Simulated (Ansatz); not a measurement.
**ClH2InSe: up Jacob's ladder to CCSD(T)**

How much do the methods differ for ClH2InSe? The plan is to run it at one geometry with functionals of several rungs and with coupled cluster, and see how far each lands from CCSD(T) at the basis-set limit for the atomisation energy.

Computed with Ansatz 0.2.0, Gaussian basis. Level: functionals in def2-TZVPP, the program's frozen cores in correlated methods.

The runs, in order: LDA (SPW92), PBE-D4, revPBE-D4, BLYP-D4, r2SCAN-D4, B97M-V, PBE0-D4, B3LYP-D4, r2SCANh-D4, r2SCAN0-D4, HSE06-D4, BHLYP-D4, CAM-B3LYP-D4, LC-ωPBE, ωB97X-V, ωB97M-V, B2PLYP, PBE-QIDH; CCSD(T)/def2-SVP; CCSD(T)/def2-TZVPP; MP2/def2-QZVPP; extrapolation to the limit; RPA on PBE.

## 1. The relaxed structure

The geometry comes from an earlier relaxation with PBE0-D4 in a triple-zeta def2 set; it is a stationary point. In takes the def2 core potential; no spin-orbit term is included.

SMILES `[Cl][InH][SeH]`, 5 atoms, charge 0, spin multiplicity 1.

Atoms are counted from 1 here; the program's logs count them from 0.

Bond lengths: Cl1–In2 2.330 Å, In2–Se3 2.485 Å, In2–H4 1.702 Å, Se3–H5 1.470 Å. Angles: Cl1–In2–Se3 110.9°, Cl1–In2–H4 119.0°, Se3–In2–H4 130.0°, In2–Se3–H5 91.8°.

## 2. LDA

This LDA is Slater exchange with PW92 correlation.

The input, in.yaml:

```yaml
crystal:
  periodic: [false, false, false]
  atoms:
    - {symbol: Cl, position_ang: [-2.590552, -0.073474, 0.769403]}
    - {symbol: In, position_ang: [-0.521380, -0.190747, -0.294961]}
    - {symbol: Se, position_ang: [1.294555, 0.602309, 1.204200]}
    - {symbol: H, position_ang: [-0.446904, -0.769568, -1.893764]}
    - {symbol: H, position_ang: [2.314180, 0.357879, 0.173622]}
basis:
  gaussian: {orbitals: def2-TZVPP}
hamiltonian: {xc: lda}
output: {orbitals: {seedname: orbitals}}
```

After this run come: PBE-D4 (GGA); revPBE-D4 (GGA); BLYP-D4 (GGA); r2SCAN-D4 (meta-GGA); B97M-V (meta-GGA); PBE0-D4 (hybrid); B3LYP-D4 (hybrid); r2SCANh-D4 (hybrid); r2SCAN0-D4 (hybrid); HSE06-D4 (hybrid); BHLYP-D4 (hybrid); CAM-B3LYP-D4 (range-separated); LC-ωPBE-D4 (range-separated); ωB97X-V (range-separated); ωB97M-V (range-separated); B2PLYP (double hybrid); PBE-QIDH (double hybrid); CCSD(T) in def2-SVP; CCSD(T) in def2-TZVPP; MP2 in def2-QZVPP; RPA on PBE orbitals.

**Question.** What will the summary of the whole plan be? Wanted: atomisation energy, CCSD(T)/CBS; farthest beyond LDA; mean size of error, GGA; mean size of error, meta-GGA; mean size of error, hybrid; mean size of error, range-separated; mean size of error, double hybrid; gap, smallest and largest; T1 diagnostic.

The runs gave:

| quantity | value |
| --- | --- |
| atomisation energy, CCSD(T)/CBS | 1178.5 kJ/mol |
| functionals within 11.8 kJ/mol (1.0 %) | r2SCAN-D4, B97M-V, ωB97X-V |
| farthest beyond LDA | BHLYP-D4 (-61.7 kJ/mol) |
| mean size of error, GGA | 44.3 kJ/mol |
| mean size of error, meta-GGA | 3.1 kJ/mol |
| mean size of error, hybrid | 33.9 kJ/mol |
| mean size of error, range-separated | 24.4 kJ/mol |
| mean size of error, double hybrid | 40.0 kJ/mol |
| gap, smallest and largest | 3.88 eV (LDA (SPW92)), 10.31 eV (LC-ωPBE) |
| T1 diagnostic | 0.0120 |
| triples share of the correlation energy | 3.5 % |

In words: The LDA atomisation energy is off by 162.3 kJ/mol (14 %): it overbinds. PBE-D4 is off by -18.3 kJ/mol. Double hybrids carry the basis error of their MP2 part in triple zeta, and no dispersion term here, so their miss is partly the set-up's. By mean error the best rung here is meta-GGA (3.1 kJ/mol) and the worst beyond LDA is GGA (44.3 kJ/mol). Misses under about 11.8 kJ/mol are within the doubt on the reference itself, which lacks core-valence correlation, spin-orbit coupling and higher excitations, and its outer-core shells are covered unevenly. All levels share the lack of spin-orbit coupling, which lowers the free heavy atoms and so the true binding. Hartree-Fock recovers 69 % of the binding; the rest is correlation. CCSD(T) in def2-SVP is off by -116.5 kJ/mol, more than most functionals: a good method in a small basis is no reference. The gap grows from 3.9 to 10.3 eV across the functionals, mostly with the share of exact exchange. Correlated methods include outer-core shells of In, Se, which these sets cover unevenly.
